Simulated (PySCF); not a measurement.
The system is FVSCl2, in a box.

```
F V S Cl
1.0
    13.00000    0.00000    0.00000
     0.00000   13.00000    0.00000
     0.00000    0.00000   12.00000
F V S Cl
1 1 1 2
Direct
  0.49013 0.45182 0.61715
  0.50770 0.46600 0.47689
  0.62640 0.38126 0.42988
  0.37560 0.41509 0.38851
  0.53971 0.62197 0.43717
```

Program: PySCF 2.14.0. Alike in all runs: task atomic charges; potentials or basis def2-svp (all-electron); no spin polarisation; cell as given; k mesh 1 × 1 × 1; smearing fixed.

Task: Order these runs on this cell by their band gap on the k mesh, lowest first.
A. level SCAN0; exxdiv ewald
B. level rSCAN+D3(BJ); three-body dispersion term no
C. level BHandHLYP+D3; three-body dispersion term no; exxdiv ewald
D. level r2SCANh; exxdiv ewald

Result: B (2.63 eV), D (3.41 eV), A (4.58 eV), C (6.46 eV).

Caveats: this is a molecule in a periodic box at the Γ point, so its band gap is the HOMO-LUMO gap; the basis of atomic orbitals isn't converged, which shifts pressures, moduli and gaps; these D3(BJ) parameters were fitted with the three-body term, which the run leaves out (some runs).

Runs at the PBE level aren't shown here.
